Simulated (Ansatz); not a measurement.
# W, space group Im-3m: an equation of state with a fit

Program: Ansatz's Python interface.

Run as a notebook:

```python
from dataclasses import dataclass

import ansatz as az
from ase.eos import EquationOfState
from ase.units import GPa
import numpy as np
```

```python
@dataclass(frozen=True)
class RunConfig:
    dispersion: str = 'D3(BJ)'
    ecut: int = 470
    smearing: str = 'Marzari-Vanderbilt'
    kgrid: tuple[int, ...] = (13, 13, 13)
```

```python
opts = RunConfig()

vectors0 = np.array([
    [-1.582345, 1.582345, 1.582345],
    [1.582345, -1.582345, 1.582345],
    [1.582345, 1.582345, -1.582345],
])
sites = [
    ('W', (0.0, 0.0, 0.0)),
]
```

```python
def on_lattice(cell):
    crystal = az.Crystal(lattice=az.Lattice.of(cell))
    for symbol, position in sites:
        crystal = crystal.atom(symbol, position)
    return crystal
```

```python
# scale the volume, keep shape and fractions
volumes, energies, pressures = [], [], []
for scale in np.linspace(0.94, 1.06, 7):
    cell = vectors0 * scale ** (1 / 3)
    calc = (
        on_lattice(cell).calculation()
        .functional(az.Functional.PBE, dispersion=opts.dispersion)
        .basis(opts.ecut)
        .occupations(opts.smearing)
        .kpoints(*opts.kgrid)
        .stress()
    )
    data = calc.run(threads=1).report
    volumes.append(abs(np.linalg.det(cell)) / len(sites))
    energies.append(data['free_energy_ev'] / len(sites))
    pressures.append(np.trace(data['stress_gpa']) / 3)
    print(f'V = {volumes[-1]:8.4f} A^3/atom  F = {energies[-1]:.5f} eV/atom  P = {pressures[-1]:8.3f} GPa')
```

    V =  14.8967 A^3/atom  F = -10385.47797 eV/atom  P =   20.348 GPa
    V =  15.2137 A^3/atom  F = -10385.50994 eV/atom  P =   12.110 GPa
    V =  15.5306 A^3/atom  F = -10385.52644 eV/atom  P =    4.703 GPa
    V =  15.8476 A^3/atom  F = -10385.52905 eV/atom  P =   -1.942 GPa
    V =  16.1646 A^3/atom  F = -10385.51921 eV/atom  P =   -7.901 GPa
    V =  16.4815 A^3/atom  F = -10385.49819 eV/atom  P =  -13.253 GPa
    V =  16.7985 A^3/atom  F = -10385.46714 eV/atom  P =  -18.067 GPa

```python
eos = EquationOfState(volumes, energies, eos='sj')
v0, e0, bulk = eos.fit()
print(f'V0 = {v0:.4f} A^3/atom, E0 = {e0:.5f} eV/atom, B = {bulk / GPa:.1f} GPa')
```

    V0 = 15.7515 A^3/atom, E0 = -10385.52964 eV/atom, B = 323.1 GPa

A third-order Birch-Murnaghan fit through the 7 points (the script's own form differs a little) has its minimum at 15.75 Å³ an atom, 0.6 % below the typed cell, with a bulk modulus of 323 GPa and dB/dP = 4.4. From that minimum the energy rises by 51.7 meV an atom on the compressed side and 62.5 meV on the expanded side.

Reading the output:
- Absolute energies stand on the zero of these potentials, so only differences at equal settings mean something.
- Dispersion corrections can be off by several per cent in the lattices of metals, and by several GPa in the pressure at a fixed cell.
- For a metal this k-point mesh is coarse: on a finer one energies can move by several to tens of meV an atom and pressures by half a GPa or more, differences at one mesh by less.
- Pressure is positive in compression.
- Spin-orbit coupling, which matters for elements this heavy, is left out.
- Timing: 6.3 s on 1 thread of Arm Neoverse V2 (shared host), peak memory 0.35 GiB.
